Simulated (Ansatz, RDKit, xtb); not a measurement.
# Isomers of C5H4N2OSe, a sample narrowed down

Which of a sample of isomers of C5H4N2OSe is the most stable in the gas at 298.15 K, and what are its properties? The sample is small against all isomers, and the most stable one of this formula need not be in it.

Plan: many cheap relaxations first (GFN2-xTB), then density-functional screening, relaxation at r2SCAN-D4/def2-SVP, vibrations (at GFN2-xTB) and a final energy. The numbers are computed, not measured.

### 1 Drawing up candidates

Isomers were taken from a list of plausible structures; this is a sample, not all of them. That gives 11 candidates.

```
label                     SMILES     spin
 c005  N#C[C@@H]1OC[Se][C@H]1C#N  singlet
 c058          COc1nc(C#N)c[se]1  singlet
 c107            COc1nc[se]c1C#N  singlet
 c303            N#CC[Se]c1cnco1  singlet
 c304          C1=Nc2n[se]cc2OC1  singlet
 c443         N=Cc1ncc(C=O)[se]1  singlet
 c504    N#CC[C@]([SeH])(C#N)C=O  singlet
 c621          COc1c[se]c(C#N)n1  singlet
 c680          COc1cc(C#N)n[se]1  singlet
 c749         N#Cc1cc(C[SeH])on1  singlet
 c968          C#Cc1nc(OC)n[se]1  singlet
```

Candidates are built by distance geometry, with a force field where one applies, in up to four conformers (letters a to d).

### 2 Cheap relaxation of all starts

All 21 starts are relaxed the same way. One of them, c504c (taken from a list of plausible isomers, embedded by distance geometry and UFF), in full:

File start.xyz:

```xyz
13
c504c
C      0.674496    -0.710706     0.198122
C      0.167901     0.629020    -0.046597
C     -1.142270     0.647381    -0.850767
C     -2.205807    -0.064354    -0.105422
C     -0.956797    -0.018879    -2.211919
N      1.123451    -1.799922     0.369936
N     -3.032802    -0.602718     0.512572
O     -0.144536     0.382053    -3.012906
Se    -1.743660     2.491874    -1.156914
H      0.965787     1.225411    -0.639701
H      0.062403     1.164192     0.912885
H     -0.448999     2.837373    -1.886283
H     -1.563307    -0.924264    -2.460402
```

Launch:

```
$ xtb start.xyz --gfn 2 --opt
```

What it wrote, shortened:

```text
* xtb version 6.7.1
[...]
          :  # basis functions                  46          :
[...]
          :  # electrons                        46          :
[...]
          :  Hamiltonian                  GFN2-xTB          :
[...]
          :  net charge                          0          :
          :  unpaired electrons                  0          :
[...]
   *** convergence criteria satisfied after 13 iterations ***
[...]
   *** GEOMETRY OPTIMIZATION CONVERGED AFTER 22 ITERATIONS ***
[...]
   *** convergence criteria satisfied after 3 iterations ***
[...]
         ::                     SUMMARY                     ::
         :::::::::::::::::::::::::::::::::::::::::::::::::::::
         :: total energy             -25.706902857148 Eh    ::
         :: gradient norm              0.000836674522 Eh/a0 ::
         :: HOMO-LUMO gap              2.631902121434 eV    ::
         ::.................................................::
         :: SCC energy               -26.087878203747 Eh    ::
         :: -> isotropic ES            0.037091318442 Eh    ::
         :: -> anisotropic ES          0.004117657241 Eh    ::
         :: -> anisotropic XC          0.036985780836 Eh    ::
         :: -> dispersion             -0.012438385313 Eh    ::
         :: repulsion energy           0.380975346599 Eh    ::
         :: add. restraining           0.000000000000 Eh    ::
         :: total charge              -0.000000000000 e     ::
         :::::::::::::::::::::::::::::::::::::::::::::::::::::
[...]
        23        2.0000           -0.4196261             -11.4186 (HOMO)
        24                         -0.3229055              -8.7867 (LUMO)
[...]
     #   Z          covCN         q      C6AA      α(0)
     1   6          1.901     0.118    28.213     8.578
     2   6          3.827    -0.044    21.333     6.572
     3   6          3.888     0.035    19.944     6.349
     4   6          1.971     0.113    28.273     8.587
     5   6          2.883     0.217    23.433     7.936
     6   7          0.911    -0.204    25.443     7.295
     7   7          0.911    -0.186    25.045     7.238
     8   8          0.856    -0.308    19.934     5.986
     9  34          2.075    -0.109   239.417    26.961
    10   1          0.924     0.099     1.793     2.094
    11   1          0.924     0.089     1.892     2.151
    12   1          0.924     0.142     1.449     1.883
    13   1          0.923     0.040     2.446     2.446
[...]
     #   Z sym  total        # sym  WBO       # sym  WBO       # sym  WBO
 ---------------------------------------------------------------------------
     1   6      3.950 --     6      2.864     2      1.039
     2   6      3.991 --     1      1.039     3      0.951    11      0.941
                            10      0.934
     3   6      3.980 --     4      1.045     5      0.967     2      0.951
                             9      0.857
     4   6      3.954 --     7      2.839     3      1.045
     5   6      3.927 --     8      1.900     3      0.967    13      0.931
     6   7      3.010 --     1      2.864
     7   7      3.029 --     4      2.839
     8   8      2.125 --     5      1.900
     9  34      2.124 --    12      0.964     3      0.857
    10   1      0.990 --     2      0.934
    11   1      0.992 --     2      0.941
[...]
molecular dipole:
                 x           y           z       tot (Debye)
 q only:        0.086       1.305      -0.116
   full:        0.108       1.785      -0.425       4.671
molecular quadrupole (traceless):
[...]
          | TOTAL ENERGY              -25.706902857148 Eh   |
          | GRADIENT NORM               0.000836674522 Eh/α |
          | HOMO-LUMO GAP               2.631902121434 eV   |
           -------------------------------------------------
[...]
```

Wall time 0.13 s (4 threads of Arm Neoverse V2, shared host).

### 3 Distinct minima at GFN2-xTB

21 of the 21 relaxations converged. 21 distinct structures remain:

```csv
label,start,SMILES after,spin,energy (kcal/mol)
c304a,drawn,C1=Nc2n[se]cc2OC1,singlet,0.0
c058b,drawn,COc1nc(C#N)c[se]1,singlet,11.5
c107a,drawn,COc1nc[se]c1C#N,singlet,14.2
c058a,drawn,COc1nc(C#N)c[se]1,singlet,14.7
c621a,drawn,COc1c[se]c(C#N)n1,singlet,16.3
c303b,drawn,N#CC[Se]c1cnco1,singlet,16.7
c303a,drawn,N#CC[Se]c1cnco1,singlet,17.1
c680a,drawn,COc1cc(C#N)n[se]1,singlet,18.2
c680b,drawn,COc1cc(C#N)n[se]1,singlet,18.4
c968a,drawn,C#Cc1nc(OC)n[se]1,singlet,22.1
c443a,drawn,N=Cc1ncc(C=O)[se]1,singlet,23.1
c443d,drawn,N=Cc1ncc(C=O)[se]1,singlet,23.3
c443c,drawn,N=Cc1ncc(C=O)[se]1,singlet,24.6
c443b,drawn,N=Cc1ncc(C=O)[se]1,singlet,27.5
c749a,drawn,N#Cc1cc(C[SeH])on1,singlet,39.1
c005b,drawn,N#C[C@@H]1OC[Se][C@H]1C#N,singlet,41.8
c005a,drawn,N#C[C@@H]1OC[Se][C@H]1C#N,singlet,42.3
c504c,drawn,N#CC[C@]([SeH])(C#N)C=O,singlet,55.8
c504d,drawn,N#CC[C@]([SeH])(C#N)C=O,singlet,56.1
c504b,drawn,N#CC[C@]([SeH])(C#N)C=O,singlet,56.3
c504a,drawn,N#CC[C@]([SeH])(C#N)C=O,singlet,56.6
```

### 4 Second filter: single points

A choice of the minima (the low ones first, few conformers of a pattern, up to a cap) and the lowest that fell apart get a single point at r2SCAN-D4/def2-SVP on the tight-binding geometry, and one at HF/STO-3G for comparison. The lowest singlets are also tried as triplets at the same geometry (label ending in t). Within 30 kcal/mol but not screened, among others: c443c, c443b. The first, c304a:

File input.yaml:

```yaml
crystal:
  periodic: [false, false, false]
  atoms:
    - symbol: C
      position_ang: [-1.502719, -2.230363, 0.055920]
    - symbol: C
      position_ang: [-1.722588, -0.172786, 0.945723]
    - symbol: C
      position_ang: [-0.294022, 1.597376, 0.461169]
    - symbol: C
      position_ang: [-0.563216, 0.283985, 0.226811]
    - symbol: C
      position_ang: [-0.523987, -1.725760, -0.969612]
    - symbol: "N"
      position_ang: [-2.077574, -1.506395, 0.920797]
    - symbol: N
      position_ang: [-2.370734, 0.695547, 1.673601]
    - symbol: O
      position_ang: [0.167855, -0.549773, -0.555226]
    - symbol: Se
      position_ang: [-1.590204, 2.276323, 1.602888]
    - symbol: H
      position_ang: [-1.735968, -3.286706, 0.046282]
    - symbol: H
      position_ang: [0.521476, 2.175528, 0.072572]
    - symbol: H
      position_ang: [0.249004, -2.470724, -1.174487]
    - symbol: H
      position_ang: [-1.065099, -1.517262, -1.909473]
basis:
  gaussian: {orbitals: def2-SVP}
total_charge: 0
hamiltonian: {xc: {name: r2SCAN}, dispersion: d4}
scf: {lower_state_search: "off"}
```

Launch:

```
$ ansatz run input.yaml --threads 4 --pin off --max-ram 7830MiB --events-out events.jsonl --progress --plain --runs-dir runs
```

What it wrote, shortened:

```text
Warning: RAYON_NUM_THREADS=4 ignored (pool sized by the plan → 4); use --threads N
Functional definition: r2SCAN
  name "r2SCAN"
[...]
1855 factors; their error is unknown
[...]
mean field -75603.47517620 eV, -2778.3764668493 hartree, gradient 4.3e-6 eV, S^2 0.000000; 0 other end points of the search recorded, 0 dependent functions left out
reference -75603.47518596 eV, -2778.3764672080 hartree; 45, 45 occupied and 119, 119 virtual orbitals, 1855 factors
Total energy: -75603.59315299 eV, -2778.3808024163 hartree
Checks for a lower state left out: stability, starts, cluster_reference, orbital_swaps, neighbouring_geometries, increment
```

Wall time 2.2 s (4 threads of Arm Neoverse V2, shared host); peak memory 0.26 GiB.

Relative energies in kcal/mol, each column from its lowest structure that stays in one piece:

```
 label              SMILES     spin  GFN2-xTB  HF/STO-3G  r2SCAN-D4/def2-SVP
 c443d  N=Cc1ncc(C=O)[se]1  singlet      23.3       37.2                 0.0
 c443a  N=Cc1ncc(C=O)[se]1  singlet      23.1       39.1                 1.3
 c058b   COc1nc(C#N)c[se]1  singlet      11.5        0.0                 3.3
 c107a     COc1nc[se]c1C#N  singlet      14.2        3.4                 3.8
 c058a   COc1nc(C#N)c[se]1  singlet      14.7        7.3                 6.8
 c621a   COc1c[se]c(C#N)n1  singlet      16.3        8.4                 7.4
 c303b     N#CC[Se]c1cnco1  singlet      16.7        0.7                10.8
 c304a   C1=Nc2n[se]cc2OC1  singlet       0.0       10.3                11.9
 c303a     N#CC[Se]c1cnco1  singlet      17.1        0.7                13.8
 c680b   COc1cc(C#N)n[se]1  singlet      18.4        9.3                16.7
 c680a   COc1cc(C#N)n[se]1  singlet      18.2       12.3                16.8
 c968a   C#Cc1nc(OC)n[se]1  singlet      22.1       51.0                38.4
c443dt  N=Cc1ncc(C=O)[se]1  triplet         –          –                57.8
c058bt   COc1nc(C#N)c[se]1  triplet         –          –                73.6
```

Measured from c443d, GFN2-xTB misplaces c968a by 40 kcal/mol against r2SCAN-D4/def2-SVP, so minima dropped on its energies alone could hide the lowest isomer.

### 5 Third filter: density-functional geometries

6 candidates are relaxed at r2SCAN-D4/def2-SVP (chosen among the lowest in one piece, one conformer a pattern). The first, c443d:

File input.yaml:

```yaml
crystal:
  periodic: [false, false, false]
  atoms:
    - {symbol: C, position_ang: [-1.866086, -2.457593, -0.780744]}
    - {symbol: C, position_ang: [-0.834437, -1.631795, -0.173350]}
    - {symbol: C, position_ang: [1.128545, -0.626296, -0.032049]}
    - {symbol: C, position_ang: [0.662502, -0.167590, 1.185052]}
    - {symbol: C, position_ang: [1.310145, 0.681627, 2.156885]}
    - {symbol: N, position_ang: [-1.788275, -3.040427, -1.892164]}
    - {symbol: "N", position_ang: [0.313602, -1.405736, -0.738770]}
    - {symbol: O, position_ang: [0.784688, 1.013000, 3.191312]}
    - {symbol: Se, position_ang: [-1.063523, -0.795718, 1.519682]}
    - {symbol: H, position_ang: [-0.904581, -2.892355, -2.378637]}
    - {symbol: H, position_ang: [-2.783608, -2.570035, -0.207678]}
    - {symbol: H, position_ang: [2.100294, -0.392630, -0.434559]}
    - {symbol: H, position_ang: [2.330503, 1.007505, 1.884504]}
basis:
  gaussian: {orbitals: def2-SVP}
hamiltonian: {xc: {name: r2SCAN}, dispersion: d4}
scf: {lower_state_search: off}
relax: {f_tol: 0.006}
```

Launch:

```
$ ansatz run input.yaml --threads 4 --pin off --max-ram 7830MiB --events-out events.jsonl --progress --plain --runs-dir runs
```

What it wrote, shortened:

```text
Warning: RAYON_NUM_THREADS=4 ignored (pool sized by the plan → 4); use --threads N
[...]
[... 2 set-up lines as earlier in the session ...]
[...]
1855 factors; their error is unknown
[...]
mean field -75604.00052828 eV, -2778.3957731823 hartree, gradient 7.1e-6 eV, S^2 0.000000; 0 other end points of the search recorded, 0 dependent functions left out
[...]
reference -75604.00053775 eV, -2778.3957735301 hartree; 45, 45 occupied and 119, 119 virtual orbitals, 1855 factors
relax step   1: F+E_penalty+E_count = -75604.11101790 eV  Δ(F+E_penalty+E_count) = +0.000e0 eV  max|allowed force component| = 1.082e0 eV/Å  Δτ_max = 0.0000 Å  (25 SCF iters, accepted)
[...]
relax step   6: F+E_penalty+E_count = -75604.20246173 eV  Δ(F+E_penalty+E_count) = -4.386e-4 eV  max|allowed force component| = 3.669e-2 eV/Å  Δτ_max = 0.0088 Å  (25 SCF iters, accepted)
[...]
Atom 4 at     1.320223     0.690458     2.165641 Å, force     0.000777     0.000642     0.001137 eV/Å
Atom 5 at    -1.794399    -3.061550    -1.925504 Å, force     0.000903    -0.000598    -0.002072 eV/Å
Atom 6 at     0.313726    -1.416671    -0.759156 Å, force    -0.002137    -0.000546     0.001528 eV/Å
Atom 7 at     0.839322     1.052075     3.219382 Å, force    -0.001326    -0.000956    -0.000615 eV/Å
Atom 8 at    -1.080833    -0.816514     1.494485 Å, force    -0.002563    -0.002360    -0.001681 eV/Å
Atom 9 at    -0.867899    -2.847502    -2.325813 Å, force     0.002058     0.000365    -0.000768 eV/Å
Atom 10 at    -2.826584    -2.594706    -0.214975 Å, force     0.002158     0.001615     0.000689 eV/Å
Atom 11 at     2.114134    -0.367518    -0.400636 Å, force     0.000260     0.000112     0.000124 eV/Å
Atom 12 at     2.351670     0.999658     1.848665 Å, force     0.002762     0.000018    -0.002759 eV/Å
Dipole moment:     0.231324     0.077061    -0.057226 e Å
Checks for a lower state left out: stability, starts, cluster_reference, orbital_swaps, neighbouring_geometries, increment
```

It took 17 s on 4 threads of Arm Neoverse V2, shared host; peak memory 0.27 GiB.

Energy change by step (eV): 0.0000, -0.0734, -0.0849, -0.0831, -0.0910, -0.0914, -0.0916.

After the run. Bond lengths: C1–C2 1.471 Å, C3–C4 1.388 Å, C4–C5 1.458 Å, C1–N6 1.275 Å, C2–N7 1.314 Å, C3–N7 1.350 Å, C5–O8 1.213 Å, C2–Se9 1.890 Å, C4–Se9 1.865 Å, N6–H10 1.032 Å, C1–H11 1.104 Å, C3–H12 1.095 Å, C5–H13 1.122 Å. Some angles: C1–C2–N7 123.2°, C1–C2–Se9 121.9°, N7–C2–Se9 114.9°, C2–C1–N6 124.7°, C3–C4–C5 128.0°, C3–C4–Se9 110.0°, C5–C4–Se9 122.0°, C4–C3–N7 118.0°, C4–C5–O8 124.5°, C2–N7–C3 113.0°.

### 6 Ranking at r2SCAN-D4/def2-SVP

```csv
label,spin,r2SCAN-D4/def2-SVP (kcal/mol),"r2SCAN-D4/def2-SVP, relaxed (kcal/mol)",time
c443d,singlet,0.0,0.0,17 s
c058b,singlet,3.3,4.0,15 s
c107a,singlet,3.8,4.5,20 s
c621a,singlet,7.4,8.2,17 s
c303b,singlet,10.8,10.6,31 s
c304a,singlet,11.9,12.2,21 s
```

c443d: Bond lengths: C1–C2 1.471 Å, C3–C4 1.388 Å, C4–C5 1.458 Å, C1–N6 1.275 Å, C2–N7 1.314 Å, C3–N7 1.350 Å, C5–O8 1.213 Å, C2–Se9 1.890 Å, C4–Se9 1.865 Å, N6–H10 1.032 Å, C1–H11 1.104 Å, C3–H12 1.095 Å, C5–H13 1.122 Å. Some angles: C1–C2–N7 123.2°, C1–C2–Se9 121.9°, N7–C2–Se9 114.9°, C2–C1–N6 124.7°, C3–C4–C5 128.0°, C3–C4–Se9 110.0°, C5–C4–Se9 122.0°, C4–C3–N7 118.0°, C4–C5–O8 124.5°, C2–N7–C3 113.0°.

c058b: Bond lengths: C3–C4 1.430 Å, C3–C5 1.377 Å, C2–N6 1.292 Å, C3–N6 1.379 Å, C4–N7 1.165 Å, C1–O8 1.435 Å, C2–O8 1.320 Å, C2–Se9 1.905 Å, C5–Se9 1.860 Å, C1–H10 1.096 Å, C1–H11 1.100 Å, C1–H12 1.100 Å, C5–H13 1.090 Å. Some angles: C3–C4–N7 179.1°, C4–C3–C5 122.3°, C4–C3–N6 119.2°, C5–C3–N6 118.5°, C3–C5–Se9 110.1°, C2–N6–C3 111.9°, N6–C2–O8 126.2°, N6–C2–Se9 115.6°, O8–C2–Se9 118.1°, C1–O8–C2 115.6°.

c107a: Bond lengths: C2–C4 1.397 Å, C4–C5 1.403 Å, C2–N6 1.359 Å, C3–N6 1.301 Å, C5–N7 1.169 Å, C1–O8 1.427 Å, C2–O8 1.328 Å, C3–Se9 1.869 Å, C4–Se9 1.877 Å, C1–H10 1.096 Å, C1–H11 1.100 Å, C1–H12 1.100 Å, C3–H13 1.094 Å. Some angles: C2–C4–C5 127.1°, C2–C4–Se9 109.1°, C5–C4–Se9 123.8°, C4–C2–N6 117.6°, C4–C2–O8 121.0°, N6–C2–O8 121.3°, C4–C5–N7 179.2°, C2–N6–C3 113.0°, N6–C3–Se9 115.8°, C1–O8–C2 117.4°.

c621a: Bond lengths: C2–C3 1.388 Å, C4–C5 1.416 Å, C5–N6 1.167 Å, C2–N7 1.356 Å, C4–N7 1.311 Å, C1–O8 1.425 Å, C2–O8 1.337 Å, C3–Se9 1.843 Å, C4–Se9 1.889 Å, C1–H10 1.101 Å, C1–H11 1.097 Å, C1–H12 1.101 Å, C3–H13 1.089 Å. Some angles: C2–C3–Se9 110.2°, C3–C2–N7 117.8°, C3–C2–O8 121.4°, N7–C2–O8 120.8°, C4–C5–N6 178.2°, C5–C4–N7 124.7°, C5–C4–Se9 120.8°, N7–C4–Se9 114.5°, C2–N7–C4 112.8°, C1–O8–C2 117.0°.

### 7 Are they minima? Harmonic frequencies

The lowest few in one piece go on as finalists (c304a drops out). In this search the thermal terms come from GFN2-xTB at its own nearest minimum. The first, c443d:

File start.xyz:

```xyz
13
c443d
C     -1.895103    -2.479006    -0.795833
C     -0.846642    -1.644939    -0.187559
C      1.119648    -0.624143    -0.020083
C      0.642507    -0.167685     1.200872
C      1.320223     0.690458     2.165641
N     -1.794399    -3.061550    -1.925504
N      0.313726    -1.416671    -0.759156
O      0.839322     1.052075     3.219382
Se    -1.080833    -0.816514     1.494485
H     -0.867899    -2.847502    -2.325813
H     -2.826584    -2.594706    -0.214975
H      2.114134    -0.367518    -0.400636
H      2.351670     0.999658     1.848665
```

Launch:

```
$ xtb start.xyz --gfn 2 --ohess tight
```

What it wrote, shortened:

```text
* xtb version 6.7.1
[...]
          :  # basis functions                  46          :
[...]
          :  # electrons                        46          :
[...]
          :  Hamiltonian                  GFN2-xTB          :
[...]
          :  net charge                          0          :
          :  unpaired electrons                  0          :
[...]
   *** convergence criteria satisfied after 13 iterations ***
[...]
   *** GEOMETRY OPTIMIZATION CONVERGED AFTER 9 ITERATIONS ***
[...]
   *** convergence criteria satisfied after 3 iterations ***
[...]
         ::                     SUMMARY                     ::
         :::::::::::::::::::::::::::::::::::::::::::::::::::::
         :: total energy             -25.758805750615 Eh    ::
         :: gradient norm              0.000080543629 Eh/a0 ::
         :: HOMO-LUMO gap              1.739023064451 eV    ::
         ::.................................................::
         :: SCC energy               -26.068738578502 Eh    ::
         :: -> isotropic ES            0.035345360091 Eh    ::
         :: -> anisotropic ES          0.002024128525 Eh    ::
         :: -> anisotropic XC          0.018718940469 Eh    ::
         :: -> dispersion             -0.012181507617 Eh    ::
         :: repulsion energy           0.309932827887 Eh    ::
         :: add. restraining           0.000000000000 Eh    ::
         :: total charge               0.000000000000 e     ::
         :::::::::::::::::::::::::::::::::::::::::::::::::::::
[...]
        23        2.0000           -0.4000271             -10.8853 (HOMO)
        24                         -0.3361191              -9.1463 (LUMO)
[...]
molecular dipole:
                 x           y           z       tot (Debye)
 q only:        0.033      -0.270      -0.511
   full:        0.559       0.134      -0.232       1.576
molecular quadrupole (traceless):
[...]
          | TOTAL ENERGY              -25.758805750616 Eh   |
          | TOTAL ENTHALPY            -25.667568317486 Eh   |
          | TOTAL FREE ENERGY         -25.712434516641 Eh   |
          | GRADIENT NORM               0.000080526791 Eh/α |
[...]
```

Run time: 0.17 s. Hardware: 4 threads of Arm Neoverse V2, shared host.

### 8 Zero-point energy and free-energy terms

As xtb prints them, at 298.15 K, with its own treatment of low modes:

```
label              SMILES     spin  lowest mode (cm⁻¹)  zero-point (kcal/mol)  G − E (kcal/mol)
c443d  N=Cc1ncc(C=O)[se]1  singlet                  59                   51.1              29.1
c058b   COc1nc(C#N)c[se]1  singlet                 103                   51.4              29.2
c107a     COc1nc[se]c1C#N  singlet                  96                   51.4              29.3
c621a   COc1c[se]c(C#N)n1  singlet                  94                   51.3              29.2
c303b     N#CC[Se]c1cnco1  singlet                  28                   51.3              29.0
```

### 9 The final energy

Single points at CCSD(T)/def2-SVP + MP2/def2-TZVPP - MP2/def2-SVP on the refined geometries decide the order.

c443d, CCSD(T)/def2-SVP:

File input.yaml:

```yaml
crystal:
  periodic: [false, false, false]
  atoms:
    - symbol: C
      position_ang: [-1.895103, -2.479006, -0.795833]
    - symbol: C
      position_ang: [-0.846642, -1.644939, -0.187559]
    - symbol: C
      position_ang: [1.119648, -0.624143, -0.020083]
    - symbol: C
      position_ang: [0.642507, -0.167685, 1.200872]
    - symbol: C
      position_ang: [1.320223, 0.690458, 2.165641]
    - symbol: N
      position_ang: [-1.794399, -3.061550, -1.925504]
    - symbol: "N"
      position_ang: [0.313726, -1.416671, -0.759156]
    - symbol: O
      position_ang: [0.839322, 1.052075, 3.219382]
    - symbol: Se
      position_ang: [-1.080833, -0.816514, 1.494485]
    - symbol: H
      position_ang: [-0.867899, -2.847502, -2.325813]
    - symbol: H
      position_ang: [-2.826584, -2.594706, -0.214975]
    - symbol: H
      position_ang: [2.114134, -0.367518, -0.400636]
    - symbol: H
      position_ang: [2.351670, 0.999658, 1.848665]
basis:
  gaussian:
    orbitals: def2-SVP
correlation:
  method: ccsd_t
  frozen_orbitals: {Se: 9, C: 1, O: 1, "N": 1, H: 0}
```

Launch:

```
$ ansatz run input.yaml --threads 4 --pin off --max-ram 7830MiB --events-out events.jsonl --progress --plain --runs-dir runs
```

What it wrote, shortened:

```text
Warning: RAYON_NUM_THREADS=4 ignored (pool sized by the plan → 4); use --threads N
Functional definition: HF
  name "HF"
[...]
1661 factors; integrals over basis functions are off by at most 1.2e-3 eV
[...]
mean field -75501.56614086 eV, -2774.6313788772 hartree, gradient 4.7e-6 eV, S^2 0.000000; 0 other end points of the search recorded, 0 dependent functions left out; unrestricted orbitals would lower it
17 core orbitals not correlated: weight in the atoms' cores, before any rotation towards them, 1.000 or more for the frozen orbitals, at most 0.000 for the correlated occupied ones
reference -75501.56614086 eV, -2774.6313788772 hartree; 28, 28 occupied and 119, 119 virtual orbitals, 1661 factors
second order -37.68792470 eV of doubles, -0.00000000 eV of singles
cycle   1  -36.88320971 eV  change    8.0e-1 eV  update   1.8e-1
[...]
cycle  12  -38.34911979 eV  change   -9.4e-6 eV  update   1.4e-5
perturbative correction -1.66793018 eV, -0.0612953037 hartree
Total energy: -75541.58319084 eV, -2776.1019783393 hartree
```

It took 68 s on 4 threads of Arm Neoverse V2, shared host; peak memory 1.9 GiB.

(Part 1 of 2 ends here.)
